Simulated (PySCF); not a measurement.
**Sb³⁶⁺, Sb³⁷⁺, Sb³⁸⁺: ionisation energies in even-tempered 18s12p4d4f**

Aim: the ionisation energy of antimony from differences of total energies, at each level of theory, and how far each lands from the tabulated value where there is one.

The numbers are computed with PySCF 2.14.0 (unrestricted determinants in a Gaussian basis, no spin-orbit coupling in the energies), except any that are marked as measured or tabulated.

### 1 Starting point

* Element: antimony (Z = 51)
* Basis: an even-tempered Gaussian basis (18 s from 6.2 bohr⁻², ratio 2.5; 12 p from 8.1 bohr⁻², ratio 2.5; 4 d from 33 bohr⁻², ratio 2.7; 4 f from 50 bohr⁻², ratio 2.7)
* Hamiltonian: the spin-free X2C one-electron Hamiltonian (Gaussian nucleus)
* State 1: Sb³⁶⁺: [Ne] 3s2 3p3, high-spin 4S determinant
* State 2: Sb³⁷⁺: [Ne] 3s2 3p2, high-spin 3P determinant
* State 3: Sb³⁸⁺: [Ne] 3s2 3p1, 2P determinant
* Needed too, but not shown: Sb³⁹⁺ [Ne] 3s2 (1S)
* Methods: CCSD(T)
* Core shells frozen in the correlated runs: outer shells: 1s2 (for Sb³⁶⁺)

The outer shells:

Sb36+ [Ne] 3s2 3p3
```
[Ne] core
3s [↑↓]
3p [↑ ][↑ ][↑ ]
```

Sb37+ [Ne] 3s2 3p2
```
[Ne] core
3s [↑↓]
3p [↑ ][↑ ][  ]
```

Sb38+ [Ne] 3s2 3p1
```
[Ne] core
3s [↑↓]
3p [↑ ][  ][  ]
```

One driver process ran all states and methods and kept the integrals in memory. Each run is shown as a PySCF script that sums up its settings (the driver passes frozen orbitals as a list and adds second-order terms of double hybrids); the logs are those of the runs themselves. The driver starts from symmetry-adapted Hartree-Fock orbitals, holds the occupation by maximum overlap and uses a logarithmic radial grid for functionals, so a plain start would take other cycles.

The integrals over 102 functions and the set-up took 0.3 s of CPU time.

### 2 Sb³⁶⁺: CCSD(T) (outer shells)

Level: CCSD(T) (outer shells).

input.py reads:

```python
from pyscf import gto, scf, dft, mp, cc
mol = gto.M(atom="Sb 0 0 0", charge=36, spin=3, symmetry="D2h",
            basis=gto.etbs([(0, 18, 6.2, 2.5), (1, 12, 8.1, 2.5), (2, 4, 33, 2.7), (3, 4, 50, 2.7)]),
            nucmod="G")
mf = scf.UHF(mol).sfx2c1e()
mf.irrep_nelec = {'Ag': (3, 3), 'B1u': (2, 1), 'B2u': (2, 1), 'B3u': (2, 1)}
mf.kernel()
mycc = cc.CCSD(mf, frozen=1).run()
mycc.ccsd_t()
```

### 3 Sb³⁷⁺: CCSD(T) (outer shells)

Level: CCSD(T) (outer shells).

input.py reads:

```python
from pyscf import gto, scf, dft, mp, cc
mol = gto.M(atom="Sb 0 0 0", charge=37, spin=2, symmetry="D2h",
            basis=gto.etbs([(0, 18, 6.2, 2.5), (1, 12, 8.1, 2.5), (2, 4, 33, 2.7), (3, 4, 50, 2.7)]),
            nucmod="G")
mf = scf.UHF(mol).sfx2c1e()
mf.irrep_nelec = {'Ag': (3, 3), 'B1u': (2, 1), 'B2u': (2, 1), 'B3u': (1, 1)}
mf.kernel()
mycc = cc.CCSD(mf, frozen=1).run()
mycc.ccsd_t()
```

### 4 Sb³⁸⁺: CCSD(T) (outer shells)

Level: CCSD(T) (outer shells).

input.py reads:

```python
from pyscf import gto, scf, dft, mp, cc
mol = gto.M(atom="Sb 0 0 0", charge=38, spin=1, symmetry="D2h",
            basis=gto.etbs([(0, 18, 6.2, 2.5), (1, 12, 8.1, 2.5), (2, 4, 33, 2.7), (3, 4, 50, 2.7)]),
            nucmod="G")
mf = scf.UHF(mol).sfx2c1e()
mf.irrep_nelec = {'Ag': (3, 3), 'B1u': (1, 1), 'B2u': (2, 1), 'B3u': (1, 1)}
mf.kernel()
mycc = cc.CCSD(mf, frozen=1).run()
mycc.ccsd_t()
```

**Question.** What will these runs give?

**Answer**, as computed:

```
                quantity                                                             value
ionisation energy, Sb³⁶⁺  UHF 2458.1, CCSD(T) (outer shells) 2458.4 eV; reference 2428 ± 5
ionisation energy, Sb³⁷⁺  UHF 2534.2, CCSD(T) (outer shells) 2534.6 eV; reference 2567 ± 4
ionisation energy, Sb³⁸⁺  UHF 2611.1, CCSD(T) (outer shells) 2611.6 eV; reference 2654 ± 4
```

Each level's miss (mean over 3 differences):

```
                method  mean absolute miss against CCSD(T) (outer shells) (eV)
                   UHF                                                   0.421
    MP2 (outer shells)                                                   0.107
SCS-MP2 (outer shells)                                                   0.107
   CCSD (outer shells)                                                   0.002
CCSD(T) (outer shells)                                                   0.000
```

What this shows: For the first difference the methods span 0.519 eV, from UHF (2458.1) to MP2 (outer shells) (2458.6). The reference is uncertain or not like for like (spin-orbit coupling or other relativistic terms), so no ranking of close methods is drawn. All values hold for this basis alone; no basis-set limit was taken.
